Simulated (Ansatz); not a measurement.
# Sr4AgRu: the cost of one run

Method: DFT PBE, scalar-relativistic, plane waves, PAW, in Ansatz 0.2.0.

### 1 The starting structure

It takes space group F-43m (No. 216, cubic). Conventional cell: a = 8.626 Å, b = 8.626 Å, c = 8.626 Å, α = 90.00°, β = 90.00°, γ = 90.00°. Around Sr (site symmetry 3m) lie 6 Sr at 3.01 to 3.09 Å. Around Ag (site symmetry -43m) lie 12 Sr at 3.58 Å and 4 Ru at 3.74 Å. Ru (site symmetry -43m) is surrounded by 12 Sr at 3.57 Å and 4 Ag at 3.74 Å.

As a file:

```cif
data_structure
_symmetry_space_group_name_H-M 'F-43m'
_symmetry_Int_Tables_number 216
_cell_length_a 8.6261
_cell_length_b 8.6261
_cell_length_c 8.6261
_cell_angle_alpha 90.000
_cell_angle_beta 90.000
_cell_angle_gamma 90.000
_cell_volume 641.86
loop_
_atom_site_label
_atom_site_type_symbol
_atom_site_symmetry_multiplicity
_atom_site_Wyckoff_symbol
_atom_site_fract_x
_atom_site_fract_y
_atom_site_fract_z
_atom_site_occupancy
Sr1 Sr 16 e 0.62345 0.12345 0.87655 1
Ag1 Ag 4 a 0.00000 0.00000 0.00000 1
Ru1 Ru 4 d 0.25000 0.25000 0.75000 1
```

Recipe of the guess: species swapped into a database cell of YMgNi4 (F-43m, No. 216), with Ag on the Y sites, Ru on the Mg sites and Sr on the Ni sites. Lengths come from tabulated atomic sizes and are only a guess.

### 2 The guess as it stands, on a coarse mesh

input.yaml

```yaml
crystal:
  lattice:
    - [0.0, 4.31303636, 4.31303636]
    - [4.31303636, 0.0, 4.31303636]
    - [4.31303636, 4.31303636, 0.0]
  atoms:
    - { symbol: Sr, position: [0.12964863, 0.62345046, 0.62345046] }
    - { symbol: Sr, position: [0.62345046, 0.12964863, 0.62345046] }
    - { symbol: Sr, position: [0.62345046, 0.62345046, 0.62345046] }
    - { symbol: Sr, position: [0.62345046, 0.62345046, 0.12964863] }
    - { symbol: Ag, position: [0.0, 0.0, 0.0] }
    - { symbol: Ru, position: [0.25, 0.25, 0.25] }
basis:
  ecutwfc: 420
kpoints:
  mp_grid: { grid: [4, 4, 4] }
hamiltonian:
  xc: pbe
scf:
  occupations: { method: gaussian, width: 0.1 }
  lower_state_search: "off"
output:
  forces: true
  stress: true
  eigenvalues: true
```

The run is started by

```console
> ansatz run input.yaml --threads 1 --pin off --max-ram 2560MiB --backend cpu --events-out ev --progress --plain --runs-dir out
```

What time and memory should one allow on 1 thread of Intel Xeon 6975P-C (Granite Rapids), shared host?

About 2.8 s, with a peak of 0.43 GiB.
